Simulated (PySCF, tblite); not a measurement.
# C6H8O3: a rotation path, then NMR shifts on frames, part 2 of 2

tblite 0.8.0 and PySCF 2.14.0. Atoms count from 0.

### 5 NMR shieldings: image 4, PBE0/pcSseg-1

What the job is given:

```
{"job": {"kind": "nmr", "xc": "PBE0", "basis": "pcSseg-1", "pop": false}, "charge": 0, "multiplicity": 1}
C     -2.972900     0.074300     0.142300
O     -1.621200     0.075500     0.526400
C     -0.734700     0.206200    -0.563700
C      0.668200     0.195000    -0.052500
C      1.254400     1.057100     0.775400
O      2.556000     0.732400     1.066400
C      2.885100    -0.408100     0.407300
O      3.968000    -0.907900     0.464300
C      1.665900    -0.875500    -0.369100
H     -3.547900    -0.034800     1.058600
H     -3.247700     1.011900    -0.356200
H     -3.197500    -0.760200    -0.534000
H     -0.873600    -0.626000    -1.270400
H     -0.940400     1.146400    -1.102000
H      0.881800     1.944800     1.247800
H      1.895900    -0.958500    -1.432200
H      1.353400    -1.860500    -0.018400
```

Level: GIAO PBE0/pcSseg-1 NMR shielding, non-relativistic, gas phase.

Output:

```text
coarse grid: 14736 points
cycle   1  E = -458.2548765387  dE =  1.696e+00  |g| = 9.982e-01  |ddm| = 3.800e+00
cycle   2  E = -457.8204531783  dE =  4.344e-01  |g| = 1.829e+00  |ddm| = 2.186e+00
cycle   3  E = -458.4278808739  dE = -6.074e-01  |g| = 2.768e-01  |ddm| = 1.571e+00
cycle   4  E = -458.4409674206  dE = -1.309e-02  |g| = 1.074e-01  |ddm| = 2.827e-01
cycle   5  E = -458.4427668307  dE = -1.799e-03  |g| = 2.664e-02  |ddm| = 7.758e-02
cycle   6  E = -458.4429072986  dE = -1.405e-04  |g| = 1.016e-02  |ddm| = 2.990e-02
cycle   7  E = -458.4429290699  dE = -2.177e-05  |g| = 3.498e-03  |ddm| = 1.095e-02
cycle   8  E = -458.4429317201  dE = -2.650e-06  |g| = 6.563e-04  |ddm| = 3.126e-03
final grid: 143848 points
cycle   9  E = -458.5287202443  dE = -2.021e-05  |g| = 1.648e-02  |ddm| = 3.098e-02
cycle  10  E = -458.5286411094  dE =  7.913e-05  |g| = 2.665e-02  |ddm| = 2.870e-02
cycle  11  E = -458.5287680015  dE = -1.269e-04  |g| = 2.808e-03  |ddm| = 1.945e-02
cycle  12  E = -458.5287695308  dE = -1.529e-06  |g| = 4.620e-04  |ddm| = 1.976e-03
cycle  13  E = -458.5287695657  dE = -3.485e-08  |g| = 1.745e-04  |ddm| = 5.050e-04
cycle  14  E = -458.5287695706  dE = -4.997e-09  |g| = 7.318e-05  |ddm| = 1.704e-04
cycle  15  E = -458.5287695718  dE = -1.166e-09  |g| = 1.661e-05  |ddm| = 7.205e-05
cycle  16  E = -458.5287695719  dE = -6.673e-11  |g| = 4.161e-06  |ddm| = 2.036e-05
converged SCF energy = -458.5287695719

GIAO shielding tensors (ppm)
atom      isotropic    diamagn.    paramagn.     s11        s22        s33       span
  0 C      125.740     242.343    -116.603     93.989     99.602    183.627     89.638
  1 O      304.509     398.882     -94.373    260.054    314.385    339.089     79.035
  2 C      116.777     244.580    -127.803     87.924     98.535    163.872     75.947
  3 C       62.104     261.720    -199.616    -36.137     80.294    142.154    178.291
  4 C       34.540     253.006    -218.466    -69.155     74.403     98.372    167.527
  5 O       54.486     399.588    -345.103   -125.939    109.538    179.859    305.799
  6 C        7.759     251.728    -243.968    -94.200     48.793     68.685    162.885
  7 O     -111.389     393.499    -504.887   -431.169   -219.864    316.867    748.036
  8 C      147.126     249.651    -102.525    134.736    138.178    168.463     33.727
  9 H       27.763      27.905      -0.142     23.862     25.261     34.166     10.304
 10 H       28.324      28.106       0.218     24.541     26.146     34.283      9.742
 11 H       28.439      28.289       0.150     24.565     26.244     34.509      9.944
 12 H       28.070      31.915      -3.846     24.028     28.144     32.037      8.009
 13 H       27.538      31.148      -3.610     23.970     27.289     31.354      7.384
 14 H       24.725      32.280      -7.556     22.639     23.163     28.372      5.733
 15 H       28.733      28.715       0.018     24.776     27.834     33.589      8.813
 16 H       28.515      29.626      -1.111     24.613     27.893     33.038      8.426
```

Run time: 76 s. Hardware: 1 thread, shared host.

This run: δ C6 179.2, C4 152.4, C3 124.8, C2 70.1, H14 6.99, H13 4.18 ppm.

### 6 Shielding tensors: image 6, PBE0/pcSseg-1

What the job is given:

```
{"job": {"kind": "nmr", "xc": "PBE0", "basis": "pcSseg-1", "pop": false}, "charge": 0, "multiplicity": 1}
C     -2.993200     0.266000     0.126400
O     -1.645500     0.309100     0.523800
C     -0.748700     0.017400    -0.519100
C      0.648500     0.081200    -0.001900
C      1.143100     0.866600     0.951400
O      2.481900     0.657800     1.184800
C      2.929000    -0.314400     0.353200
O      4.062400    -0.690900     0.332400
C      1.759100    -0.794200    -0.492300
H     -3.577100     0.490500     1.015600
H     -3.204200     1.009900    -0.651400
H     -3.269400    -0.725700    -0.253300
H     -0.940800    -0.987600    -0.928800
H     -0.878800     0.740000    -1.345400
H      0.672200     1.613700     1.558200
H      1.978300    -0.672900    -1.553700
H      1.576200    -1.854600    -0.309900
```

Method: GIAO PBE0/pcSseg-1 NMR shielding, non-relativistic, gas phase.

Output:

```text
coarse grid: 14736 points
cycle   1  E = -458.2580082422  dE =  1.699e+00  |g| = 9.942e-01  |ddm| = 3.807e+00
cycle   2  E = -457.8322446785  dE =  4.258e-01  |g| = 1.815e+00  |ddm| = 2.187e+00
cycle   3  E = -458.4291621000  dE = -5.969e-01  |g| = 2.737e-01  |ddm| = 1.574e+00
cycle   4  E = -458.4420472888  dE = -1.289e-02  |g| = 1.062e-01  |ddm| = 2.826e-01
cycle   5  E = -458.4437863642  dE = -1.739e-03  |g| = 2.817e-02  |ddm| = 7.852e-02
cycle   6  E = -458.4439437842  dE = -1.574e-04  |g| = 1.055e-02  |ddm| = 3.114e-02
cycle   7  E = -458.4439676995  dE = -2.392e-05  |g| = 3.346e-03  |ddm| = 1.121e-02
cycle   8  E = -458.4439701271  dE = -2.428e-06  |g| = 6.242e-04  |ddm| = 3.032e-03
final grid: 143848 points
cycle   9  E = -458.5302528927  dE = -2.141e-05  |g| = 1.630e-02  |ddm| = 3.053e-02
cycle  10  E = -458.5301757335  dE =  7.716e-05  |g| = 2.634e-02  |ddm| = 2.844e-02
cycle  11  E = -458.5302995766  dE = -1.238e-04  |g| = 2.871e-03  |ddm| = 1.922e-02
cycle  12  E = -458.5303011812  dE = -1.605e-06  |g| = 4.544e-04  |ddm| = 2.060e-03
cycle  13  E = -458.5303012141  dE = -3.291e-08  |g| = 1.822e-04  |ddm| = 5.062e-04
cycle  14  E = -458.5303012195  dE = -5.453e-09  |g| = 7.561e-05  |ddm| = 1.838e-04
cycle  15  E = -458.5303012208  dE = -1.269e-09  |g| = 1.514e-05  |ddm| = 7.330e-05
cycle  16  E = -458.5303012208  dE = -5.855e-11  |g| = 4.179e-06  |ddm| = 2.004e-05
converged SCF energy = -458.5303012208

GIAO shielding tensors (ppm)
atom      isotropic    diamagn.    paramagn.     s11        s22        s33       span
  0 C      125.505     242.384    -116.878     93.906     98.789    183.822     89.916
  1 O      313.862     398.327     -84.465    278.009    317.248    346.329     68.319
  2 C      114.737     245.038    -130.301     88.775     94.318    161.118     72.342
  3 C       61.990     262.729    -200.739    -33.674     81.918    137.725    171.399
  4 C       37.860     252.725    -214.866    -62.493     75.873    100.199    162.691
  5 O       59.693     399.737    -340.044   -120.990    113.164    186.905    307.894
  6 C        7.731     251.320    -243.589    -92.769     48.578     67.384    160.153
  7 O     -111.060     393.175    -504.236   -431.066   -219.549    317.435    748.501
  8 C      148.697     249.550    -100.853    136.044    141.829    168.219     32.174
  9 H       27.736      27.823      -0.087     23.769     25.330     34.108     10.339
 10 H       28.261      28.078       0.183     24.593     25.957     34.231      9.638
 11 H       28.387      28.266       0.120     24.709     26.067     34.384      9.675
 12 H       27.910      31.937      -4.026     23.617     28.079     32.035      8.418
 13 H       27.398      31.070      -3.672     24.044     27.159     30.990      6.946
 14 H       24.799      32.526      -7.727     22.278     23.637     28.482      6.205
 15 H       28.775      28.661       0.114     24.815     27.800     33.710      8.895
 16 H       28.718      29.211      -0.492     24.863     27.741     33.550      8.686
```

Wall time 77 s (1 thread, shared host).

This run: δ C6 179.2, C4 149.1, C3 124.9, C2 72.2, H14 6.92, H13 4.32 ppm.

### 7 NMR shieldings: image 8, PBE0/pcSseg-1

What the job is given:

```
{"job": {"kind": "nmr", "xc": "PBE0", "basis": "pcSseg-1", "pop": false}, "charge": 0, "multiplicity": 1}
C     -2.986800     0.430100     0.059800
O     -1.639800     0.514000     0.452500
C     -0.771000    -0.156000    -0.425000
C      0.632000    -0.026400     0.058300
C      1.080800     0.654500     1.108800
O      2.443100     0.560700     1.274600
C      2.954400    -0.220800     0.294300
O      4.117700    -0.474000     0.194700
C      1.808500    -0.681300    -0.597700
H     -3.560400     0.974800     0.806200
H     -3.144300     0.884600    -0.926500
H     -3.328800    -0.612100     0.025300
H     -1.040200    -1.225500    -0.492700
H     -0.853900     0.265700    -1.443300
H      0.556200     1.249700     1.829100
H      1.974400    -0.354700    -1.625700
H      1.751000    -1.771000    -0.602600
```

Level: GIAO PBE0/pcSseg-1 NMR shielding, non-relativistic, gas phase.

Output:

```text
coarse grid: 14736 points
cycle   1  E = -458.2617238013  dE =  1.697e+00  |g| = 9.924e-01  |ddm| = 3.805e+00
cycle   2  E = -457.8379636328  dE =  4.238e-01  |g| = 1.812e+00  |ddm| = 2.182e+00
cycle   3  E = -458.4320690812  dE = -5.941e-01  |g| = 2.719e-01  |ddm| = 1.569e+00
cycle   4  E = -458.4448341021  dE = -1.277e-02  |g| = 1.056e-01  |ddm| = 2.828e-01
cycle   5  E = -458.4465422587  dE = -1.708e-03  |g| = 2.907e-02  |ddm| = 7.903e-02
cycle   6  E = -458.4467111230  dE = -1.689e-04  |g| = 1.061e-02  |ddm| = 3.182e-02
cycle   7  E = -458.4467354574  dE = -2.433e-05  |g| = 3.253e-03  |ddm| = 1.119e-02
cycle   8  E = -458.4467377543  dE = -2.297e-06  |g| = 6.107e-04  |ddm| = 2.965e-03
final grid: 143848 points
cycle   9  E = -458.5324448074  dE = -2.349e-05  |g| = 1.602e-02  |ddm| = 3.108e-02
cycle  10  E = -458.5323718941  dE =  7.291e-05  |g| = 2.574e-02  |ddm| = 2.770e-02
cycle  11  E = -458.5324898679  dE = -1.180e-04  |g| = 2.769e-03  |ddm| = 1.876e-02
cycle  12  E = -458.5324913845  dE = -1.517e-06  |g| = 4.312e-04  |ddm| = 2.046e-03
cycle  13  E = -458.5324914135  dE = -2.907e-08  |g| = 1.845e-04  |ddm| = 4.986e-04
cycle  14  E = -458.5324914191  dE = -5.579e-09  |g| = 7.641e-05  |ddm| = 1.832e-04
cycle  15  E = -458.5324914204  dE = -1.278e-09  |g| = 1.534e-05  |ddm| = 7.328e-05
cycle  16  E = -458.5324914204  dE = -6.014e-11  |g| = 3.990e-06  |ddm| = 1.970e-05
converged SCF energy = -458.5324914204

GIAO shielding tensors (ppm)
atom      isotropic    diamagn.    paramagn.     s11        s22        s33       span
  0 C      125.186     242.271    -117.085     94.772     96.955    183.832     89.061
  1 O      319.761     398.186     -78.424    297.150    317.513    344.621     47.471
  2 C      113.051     245.070    -132.019     88.528     91.606    159.020     70.492
  3 C       62.408     262.754    -200.346    -31.999     84.114    135.108    167.106
  4 C       40.685     252.521    -211.836    -54.877     76.644    100.288    155.165
  5 O       63.396     399.759    -336.363   -114.575    114.965    189.799    304.373
  6 C        7.317     251.213    -243.896    -92.007     47.463     66.494    158.501
  7 O     -112.004     393.026    -505.030   -432.016   -219.490    315.493    747.508
  8 C      150.206     249.697     -99.491    141.171    142.136    167.312     26.141
  9 H       27.715      27.735      -0.019     23.745     25.331     34.071     10.326
 10 H       28.245      28.105       0.140     24.648     25.844     34.241      9.593
 11 H       28.264      28.143       0.121     24.670     25.868     34.255      9.585
 12 H       27.613      31.507      -3.894     23.707     27.806     31.326      7.618
 13 H       27.546      31.385      -3.838     23.777     27.662     31.201      7.425
 14 H       24.909      32.669      -7.760     22.047     24.112     28.567      6.519
 15 H       28.805      28.812      -0.007     24.848     27.733     33.835      8.987
 16 H       28.812      28.894      -0.082     24.869     27.737     33.831      8.962
```

Wall time 79 s (1 thread, shared host).

Key values: δ C6 179.6, C4 146.2, C3 124.5, C2 73.9, H14 6.81, H13 4.17 ppm.

### 8 Side by side: NMR shifts

Shifts (ppm) of some atoms, chosen among heavy atoms and hydrogens apart, with basis size and wall time:

```
  frame     C4    C2    C8   H12   H16     O5    O1  functions  time
image 0  147.0  71.9  37.6  4.02  3.44  275.7  28.1        193  76 s
image 2  151.1  70.4  39.1  3.75  3.37  280.2  33.6        193  74 s
image 4  152.4  70.1  39.8  3.65  3.20  281.6  31.6        193  76 s
image 6  149.1  72.2  38.2  3.81  3.00  276.4  22.2        193  77 s
image 8  146.2  73.9  36.7  4.10  2.90  272.7  16.3        193  79 s
```

### 9 Summary of results

The summary covers parts 1 to 2.

| quantity | value |
| --- | --- |
| barrier | 0.041 eV (0.9 kcal/mol) at image 4 |
| end to end (GFN2-xTB) | 0.005 eV |
| 13C shifts against TMS (PBE0/pcSseg-1, image 0) | 180.0, 147.0, 126.7, 71.9, 61.3, 37.6 ppm |
| 1H shifts against TMS (PBE0/pcSseg-1, image 0) | 6.82, 4.02, 3.97, 3.94, 3.44, 3.40, 3.38, 2.90 ppm |
| 17O shifts against H2O (PBE0/pcSseg-1, image 0) | 449.8, 275.7, 28.1 ppm |
| range of the shift of O1 | 16.3 to 33.6 ppm |

**Reading.** Along the band the dihedral turns by 121°, and the top (dihedral 115°) lies 0.9 kcal/mol above the start (GFN2-xTB, rough), so at room temperature this motion is fast. The top was not checked by a frequency run. Shifts at one fixed geometry are not the observed spectrum, which averages over the motion. In the first frame run (image 0): The largest span, 749 ppm, is at O7, where the paramagnetic term is -508 ppm. Across the 5 runs the shift of O1 moves most, between 16.3 (image 8) and 33.6 ppm (image 2).
